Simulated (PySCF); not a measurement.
NCBClH, in a box:

```xyz
5
Lattice="12.0000 0.0000 0.0000 0.0000 12.0000 0.0000 0.0000 0.0000 12.0000" Properties=species:S:1:pos:R:3 pbc="T T T"
N     7.3369    4.5487    7.2312
C     6.7970    5.3289    6.5772
B     6.1070    6.3895    5.7197
Cl    4.6891    5.9650    4.8368
H     6.5381    7.4933    5.6588
```

Base run:

| Property | Result |
| --- | --- |
| Program | PySCF 2.14.0 |
| Functional | revPBE |
| Dispersion | D3(BJ) |
| Potentials or basis | cc-pvdz (all-electron) |
| k mesh | 1 × 1 × 1 |
| Occupations | fixed |
| Spin | no spin polarisation |

Its results: gap between the frontier levels 4.17 eV.

Question: After a change of settings the same cell gave: gap between the frontier levels 4.49 eV. Which change was it?
A. functional from revPBE to PBE50; dispersion from D3(BJ) to none
B. functional from revPBE to M06-2X; dispersion from D3(BJ) to D3
C. functional from revPBE to PBE; dispersion from D3(BJ) to none
D. functional from revPBE to revTPSS

Answer: D.

revTPSS gives the wider gap, since meta-GGAs in the generalised Kohn-Sham scheme recover part of the derivative discontinuity.

Caveats: this is a molecule in a periodic box at the Γ point, so its band gap is the HOMO-LUMO gap; the basis of atomic orbitals isn't converged, which shifts pressures, moduli and gaps.
